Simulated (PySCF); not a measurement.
# C₄H₅GaS: NMR shifts at several levels of theory, part 2 of 2

PySCF 2.14.0. Atoms count from 0. Earlier steps stand in the parts before.

### Step 6. NMR shieldings: CAM-B3LYP/pcSseg-1

The job: settings as JSON, then the geometry in Å.

```
{"job": {"kind": "nmr", "xc": "CAM-B3LYP", "basis": "pcSseg-1", "pop": false}, "charge": 0, "multiplicity": 1}
Ga     2.478787     0.282976     0.013843
C      0.543740     0.218227    -0.049687
C     -0.279793    -0.854681     0.256265
C     -1.662505    -0.578248     0.110274
C     -1.892077     0.711369    -0.308736
S     -0.428802     1.568927    -0.519477
H      3.223842     1.606191    -0.371575
H      3.223072    -1.022838     0.459173
H      0.111606    -1.821547     0.580303
H     -2.459713    -1.297201     0.305109
H     -2.852457     1.189435    -0.501442
```

Level: GIAO CAM-B3LYP/pcSseg-1 NMR shielding, non-relativistic, gas phase.

The log of the run:

```text
coarse grid: 46816 points
cycle   1  E = -2478.1821000384  dE =  4.688e-01  |g| = 9.568e-01  |ddm| = 3.405e+00
cycle   2  E = -2478.1710072584  dE =  1.109e-02  |g| = 1.011e+00  |ddm| = 9.568e-01
cycle   3  E = -2478.2585149183  dE = -8.751e-02  |g| = 6.788e-02  |ddm| = 5.214e-01
cycle   4  E = -2478.2590630457  dE = -5.481e-04  |g| = 3.095e-02  |ddm| = 9.659e-02
cycle   5  E = -2478.2593087594  dE = -2.457e-04  |g| = 7.421e-03  |ddm| = 3.799e-02
cycle   6  E = -2478.2593239447  dE = -1.519e-05  |g| = 2.188e-03  |ddm| = 1.095e-02
cycle   7  E = -2478.2593250567  dE = -1.112e-06  |g| = 9.112e-04  |ddm| = 3.182e-03
final grid: 96728 points
cycle   8  E = -2478.2593319902  dE =  1.357e-07  |g| = 1.226e-03  |ddm| = 1.974e-03
cycle   9  E = -2478.2593315617  dE =  4.285e-07  |g| = 1.790e-03  |ddm| = 2.590e-03
cycle  10  E = -2478.2593323811  dE = -8.194e-07  |g| = 8.335e-05  |ddm| = 1.548e-03
cycle  11  E = -2478.2593323830  dE = -1.940e-09  |g| = 1.920e-05  |ddm| = 9.026e-05
cycle  12  E = -2478.2593323834  dE = -3.924e-10  |g| = 1.062e-05  |ddm| = 6.478e-05
converged SCF energy = -2478.2593323834

GIAO shielding tensors (ppm)
atom      isotropic    diamagn.    paramagn.     s11        s22        s33       span
  0 Ga    1191.739    2636.895   -1445.156   1023.751   1153.121   1398.346    374.596
  1 C       22.273     260.600    -238.327    -66.285    -20.024    153.129    219.414
  2 C       32.411     251.867    -219.456    -59.833     18.944    138.122    197.955
  3 C       46.759     253.349    -206.589    -43.536     35.863    147.951    191.487
  4 C       33.040     261.300    -228.261    -70.395     28.607    140.907    211.302
  5 S      210.549    1057.543    -846.994     60.514    203.616    367.517    307.003
  6 H       25.341      27.186      -1.845     20.140     21.140     34.743     14.603
  7 H       25.279      27.415      -2.136     20.246     20.697     34.895     14.648
  8 H       23.630      31.582      -7.952     19.936     23.244     27.711      7.775
  9 H       24.001      30.126      -6.125     20.857     24.293     26.852      5.995
 10 H       23.621      30.091      -6.470     21.006     23.375     26.482      5.476
```

Run time: 20 s. Hardware: 1 thread, shared host.

This run: δ C1 160.2, C2 150.0, C4 149.4, C3 135.7, H10 7.71, H8 7.70 ppm.

### Step 7. Nuclear shieldings: wB97X-D/pcSseg-1

Settings changed since step 6:

```diff
@@ -1,2 +1,2 @@
-{"job": {"kind": "nmr", "xc": "CAM-B3LYP", "basis": "pcSseg-1", "pop": false}, "charge": 0, "multiplicity": 1}
+{"job": {"kind": "nmr", "xc": "wB97X-D", "basis": "pcSseg-1", "pop": false}, "charge": 0, "multiplicity": 1}
 Ga     2.478787     0.282976     0.013843
```

Method: GIAO wB97X-D/pcSseg-1 NMR shielding, non-relativistic, gas phase.

The log of the run:

```text
coarse grid: 46816 points
cycle   1  E = -2478.1502559438  dE =  4.939e-01  |g| = 8.947e-01  |ddm| = 3.388e+00
cycle   2  E = -2478.1550276128  dE = -4.772e-03  |g| = 8.936e-01  |ddm| = 8.739e-01
cycle   3  E = -2478.2196340078  dE = -6.461e-02  |g| = 6.172e-02  |ddm| = 4.364e-01
cycle   4  E = -2478.2201919425  dE = -5.579e-04  |g| = 1.501e-02  |ddm| = 8.455e-02
cycle   5  E = -2478.2202440384  dE = -5.210e-05  |g| = 9.636e-03  |ddm| = 3.013e-02
cycle   6  E = -2478.2202697861  dE = -2.575e-05  |g| = 1.605e-03  |ddm| = 1.260e-02
cycle   7  E = -2478.2202705181  dE = -7.321e-07  |g| = 6.782e-04  |ddm| = 3.010e-03
final grid: 96728 points
cycle   8  E = -2478.2202999704  dE = -2.114e-06  |g| = 1.369e-03  |ddm| = 4.347e-03
cycle   9  E = -2478.2202998401  dE =  1.302e-07  |g| = 1.566e-03  |ddm| = 2.474e-03
cycle  10  E = -2478.2203004363  dE = -5.962e-07  |g| = 1.252e-04  |ddm| = 1.416e-03
cycle  11  E = -2478.2203004410  dE = -4.729e-09  |g| = 8.019e-05  |ddm| = 1.864e-04
cycle  12  E = -2478.2203004429  dE = -1.917e-09  |g| = 2.072e-05  |ddm| = 1.017e-04
cycle  13  E = -2478.2203004431  dE = -1.969e-10  |g| = 8.184e-06  |ddm| = 4.263e-05
converged SCF energy = -2478.2203004431

GIAO shielding tensors (ppm)
atom      isotropic    diamagn.    paramagn.     s11        s22        s33       span
  0 Ga    1205.725    2636.971   -1431.247   1040.277   1173.412   1403.485    363.208
  1 C       30.101     261.269    -231.168    -55.124    -10.348    155.776    210.900
  2 C       36.457     252.454    -215.996    -53.382     22.817    139.937    193.319
  3 C       50.527     254.041    -203.514    -36.772     38.972    149.381    186.153
  4 C       37.857     261.952    -224.095    -61.968     32.673    142.867    204.835
  5 S      226.467    1057.434    -830.968     82.784    219.939    376.677    293.893
  6 H       25.401      27.143      -1.742     20.161     21.188     34.854     14.693
  7 H       25.339      27.373      -2.034     20.269     20.742     35.006     14.737
  8 H       23.621      31.566      -7.945     19.916     23.238     27.709      7.793
  9 H       23.980      30.135      -6.155     20.826     24.301     26.814      5.988
 10 H       23.610      30.128      -6.517     20.945     23.389     26.496      5.551
```

Wall time 19 s (1 thread, shared host).

In short: δ C1 154.4, C2 148.1, C4 146.7, C3 134.0, H10 7.77, H8 7.76 ppm.

### Step 8. Shielding tensors: LC-wPBE/pcSseg-1

Settings changed since step 7:

```diff
@@ -1,2 +1,2 @@
-{"job": {"kind": "nmr", "xc": "wB97X-D", "basis": "pcSseg-1", "pop": false}, "charge": 0, "multiplicity": 1}
+{"job": {"kind": "nmr", "xc": "LC-wPBE", "basis": "pcSseg-1", "pop": false}, "charge": 0, "multiplicity": 1}
 Ga     2.478787     0.282976     0.013843
```

Method: GIAO LC-wPBE/pcSseg-1 NMR shielding, non-relativistic, gas phase.

The log of the run:

```text
coarse grid: 46816 points
cycle   1  E = -2477.6543425415  dE =  5.970e-01  |g| = 9.948e-01  |ddm| = 3.389e+00
cycle   2  E = -2477.6703081925  dE = -1.597e-02  |g| = 9.665e-01  |ddm| = 9.096e-01
cycle   3  E = -2477.7396913667  dE = -6.938e-02  |g| = 6.634e-02  |ddm| = 4.393e-01
cycle   4  E = -2477.7405443811  dE = -8.530e-04  |g| = 1.113e-02  |ddm| = 1.073e-01
cycle   5  E = -2477.7406058775  dE = -6.150e-05  |g| = 7.433e-03  |ddm| = 3.558e-02
cycle   6  E = -2477.7406214240  dE = -1.555e-05  |g| = 1.235e-03  |ddm| = 1.019e-02
cycle   7  E = -2477.7406224680  dE = -1.044e-06  |g| = 5.406e-04  |ddm| = 3.273e-03
final grid: 96728 points
cycle   8  E = -2477.7407024687  dE = -2.336e-07  |g| = 5.840e-04  |ddm| = 1.571e-03
cycle   9  E = -2477.7407025135  dE = -4.476e-08  |g| = 5.792e-04  |ddm| = 9.850e-04
cycle  10  E = -2477.7407025997  dE = -8.620e-08  |g| = 9.165e-05  |ddm| = 4.632e-04
cycle  11  E = -2477.7407026298  dE = -3.008e-08  |g| = 5.685e-05  |ddm| = 2.524e-04
cycle  12  E = -2477.7407026330  dE = -3.248e-09  |g| = 1.386e-05  |ddm| = 1.890e-04
cycle  13  E = -2477.7407026332  dE = -1.401e-10  |g| = 4.110e-06  |ddm| = 3.944e-05
converged SCF energy = -2477.7407026332

GIAO shielding tensors (ppm)
atom      isotropic    diamagn.    paramagn.     s11        s22        s33       span
  0 Ga    1202.794    2636.245   -1433.451   1035.363   1176.519   1396.501    361.138
  1 C       32.813     262.099    -229.286    -54.180     -9.566    162.185    216.366
  2 C       36.277     251.746    -215.469    -59.080     22.712    145.199    204.279
  3 C       50.939     253.479    -202.540    -40.347     39.160    154.005    194.352
  4 C       37.284     261.752    -224.468    -66.811     30.567    148.096    214.907
  5 S      232.303    1057.359    -825.056     80.278    233.275    383.356    303.078
  6 H       25.492      26.947      -1.455     20.222     21.259     34.997     14.775
  7 H       25.419      27.180      -1.761     20.305     20.830     35.123     14.818
  8 H       23.529      31.490      -7.960     19.718     23.075     27.796      8.077
  9 H       23.895      30.125      -6.230     20.643     24.172     26.871      6.228
 10 H       23.475      30.109      -6.634     20.767     23.333     26.326      5.559
```

It took 25 s on 1 thread, shared host.

This run: δ C1 155.8, C2 152.3, C4 151.3, C3 137.6, H10 7.85, H8 7.80 ppm.

### Step 9. Run by run: NMR shifts

Shifts (ppm) of some atoms, chosen among heavy atoms and hydrogens apart, means over like atoms, with basis size and wall time:

```
               run     C1     C2     C4   H10    H6  Ga0   S5  functions  time
     WP04/pcSseg-1  158.2  146.4  146.0  7.44  5.14  405  273        158  15 s
    B97-2/pcSseg-1  150.3  143.2  140.9  7.69  5.89  467  262        158  14 s
BHandHLYP/pcSseg-1  159.0  149.8  149.5  7.78  5.71  451  260        158  14 s
CAM-B3LYP/pcSseg-1  160.2  150.0  149.4  7.71  6.02  514  277        158  20 s
  wB97X-D/pcSseg-1  154.4  148.1  146.7  7.77  6.01  509  267        158  19 s
  LC-wPBE/pcSseg-1  155.8  152.3  151.3  7.85  5.87  503  261        158  25 s
```

### Step 10. Summary of results

This closing draws on all 2 parts.

| quantity | value |
| --- | --- |
| point group | Cs |
| rotational constants (main isotopes) | 5.26, 1.11, 0.92 GHz |
| 13C shifts against TMS (WP04/pcSseg-1) | 158.2, 146.4, 146.0, 133.2 ppm |
| 1H shifts against TMS (WP04/pcSseg-1, means over atoms taken as alike) | 7.44, 7.44, 7.07, 5.14 ppm |
| 71Ga shifts against GaH4- (WP04/pcSseg-1) | 405 ppm |
| 33S shifts against CS2 (WP04/pcSseg-1) | 273 ppm |
| range of the shift of Ga0 | 405 to 514 ppm |

Single values in the summary come from the first run of each kind that ended normally (WP04/pcSseg-1), which need not be the best level. The optimisation took 6 steps and gained 0.062 eV; among the close pairs (by a distance rule), Ga0–C1 changed most, from 1.981 to 1.937 Å. At WP04/pcSseg-1: Shielding is most anisotropic at S5 (span 289 ppm, paramagnetic term -872 ppm). NICS(1)zz of -28 ppm above the planar ring from C1 marks a diatropic (aromatic) ring current. In ppm, Ga0 moves most: its shift spreads over 109 ppm, from 405 (WP04/pcSseg-1) to 514 (CAM-B3LYP/pcSseg-1). Part of that comes from the computed reference. Spin-orbit coupling is left out, which matters for shieldings and couplings at and beside the heavy atoms.
